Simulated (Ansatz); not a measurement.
Na3Cl2:

```
CELL_PARAMETERS angstrom
1.75995 -10.17026 0.00000
1.75995 10.17026 0.00000
0.00000 0.00000 3.52764
ATOMIC_POSITIONS crystal
Cl 0.08660 0.91340 0.50000
Cl 0.91340 0.08660 0.50000
Na 0.66899 0.33101 0.00000
Na 0.33101 0.66899 0.00000
Na 0.50000 0.50000 0.00000
```

The cell comes from a database or a generator and needn't be the stable form of this composition.

* Program: Ansatz 0.2.0
* Task: relaxation of cell and atoms
* Functional: r2SCAN
* Dispersion: D3(BJ)
* Potentials or basis: Ansatz PAW
* Cutoff: 500 eV (not typed: the program's choice for these potentials)
* k mesh: 8 × 8 × 8
* Occupations: fermi-dirac, width 0.05 eV
* Spin: no spin polarisation

At the start: volume 25.26 Å³/atom.

Where does the relaxation end?

It ends after 5 steps and the volume is 23.79 Å³/atom (-5.8 %); space group Cmmm (No. 65, to 0.05 Å).

Step by step:
| step | energy change (eV) | largest force (eV/Å) | volume (Å³) |
| --- | --- | --- | --- |
| 1 | 0.0000 | 0.1066 | 126.28 |
| 2 | -0.0286 | 0.0493 | 122.73 |
| 3 | -0.0363 | 0.0224 | 117.93 |
| 4 | -0.0374 | 0.0030 | 118.95 |
| 5 | -0.0369 | 0.0027 | 118.95 |

Final structure:
```xyz
5
Lattice="1.7235 -10.0510 0.0000 1.7235 10.0510 0.0000 0.0000 0.0000 3.4334" Properties=species:S:1:pos:R:3 pbc="T T T"
Cl    1.7235    8.3299    1.7167
Cl    1.7235   -8.3299    1.7167
Na    1.7235   -3.3715    0.0000
Na    1.7235    3.3715    0.0000
Na    1.7235    0.0000    0.0000
```

Caveat: the plane-wave basis is chosen anew once the cell has moved, so the energies of steps on either side of that aren't comparable; an odd number of electrons without spin polarisation forces a metal; a magnetic or distorted state may lie lower; pairwise dispersion overbinds metals, which lowers pressure and volume; the PAW data sets come from PBE, with cores solved anew for the run's functional, which leaves a small shift of forces and pressure; the dispersion damping was fitted for another functional or another form of the correction.
